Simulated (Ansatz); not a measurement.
# CH₄GeSi (SMILES [SiH]#[C][GeH3]): functionals against CCSD(T) at one geometry

The task here is to estimate one member of a computed series from the others.

Method: single points in def2-TZVPP; program: Ansatz 0.2.0, Gaussian basis.

Cores are frozen in the correlated methods. Filled d shells of the heavier atoms are correlated.

### Where the work starts

SMILES `[SiH]#[C][GeH3]`, 7 atoms, charge 0, spin multiplicity 1.

Atoms are counted from 1 here; the program's logs count them from 0.

Bond lengths: Si1–C2 1.720 Å, Si1–H4 1.443 Å, C2–Ge3 1.988 Å, Ge3–H5 1.472 Å, Ge3–H6 1.537 Å, Ge3–H7 1.528 Å. Angles: C2–Si1–H4 172.7°, Si1–C2–Ge3 117.0°, C2–Ge3–H5 112.8°, C2–Ge3–H6 109.1°, C2–Ge3–H7 114.2°, H5–Ge3–H6 109.0°, H5–Ge3–H7 105.0°, H6–Ge3–H7 106.4°.

As a file:

```
Si   -1.1867   -1.6537   -0.0317
C    -1.1312    0.0078    0.4082
Ge    0.5664    0.9781    0.0509
H    -1.3919   -3.0554   -0.3075
H     0.5790    1.6427   -1.2630
H     0.7818    2.0339    1.1473
H     1.8097    0.0900    0.0557
```

The first run:

run/in.yaml

```yaml
crystal:
  periodic: [false, false, false]
  atoms:
    - {symbol: Si, position_ang: [-1.186700, -1.653700, -0.031700]}
    - {symbol: C, position_ang: [-1.131200, 0.007800, 0.408200]}
    - {symbol: Ge, position_ang: [0.566400, 0.978100, 0.050900]}
    - {symbol: H, position_ang: [-1.391900, -3.055400, -0.307500]}
    - {symbol: H, position_ang: [0.579000, 1.642700, -1.263000]}
    - {symbol: H, position_ang: [0.781800, 2.033900, 1.147300]}
    - {symbol: H, position_ang: [1.809700, 0.090000, 0.055700]}
basis:
  gaussian: {orbitals: def2-TZVPP}
correlation: {method: ccsd_t}
output: {forces: true}
```

The command line of these runs was not kept.

Steps of the session up to this table: CCSD(T)/def2-TZVPP; PBE0-D4/def2-TZVPP; wB97M-V/def2-TZVPP; r2SCAN-D4/def2-TZVPP; PBE-D4/def2-TZVPP; CAM-B3LYP-D4/def2-TZVPP; BHLYP-D4/def2-TZVPP.

One of the session's tables, all rows but one given; the rest of the session is left out.

| method | RMS force component (eV/Å) | angle to CCSD(T) forces (°) | dipole (D) |
| --- | --- | --- | --- |
| CCSD(T) | 0.825 | reference | 2.75 |
| PBE0-D4 | 1.075 | 9.1 | 3.18 |
| wB97M-V | ? | ? | ? |
| r2SCAN-D4 | 0.988 | 6.9 | 3.02 |
| PBE-D4 | 0.945 | 8.0 | 2.84 |
| CAM-B3LYP-D4 | 1.173 | 13.7 | 3.39 |
| BHLYP-D4 | 1.174 | 14.4 | 3.49 |

**Question.** Estimate the row for wB97M-V.

The run gave: RMS force component (eV/Å): 1.140; angle to CCSD(T) forces (°): 13.3; dipole (D): 3.41. In the column «RMS force component (eV/Å)» it lies between PBE0-D4 (1.075) and CAM-B3LYP-D4 (1.173).
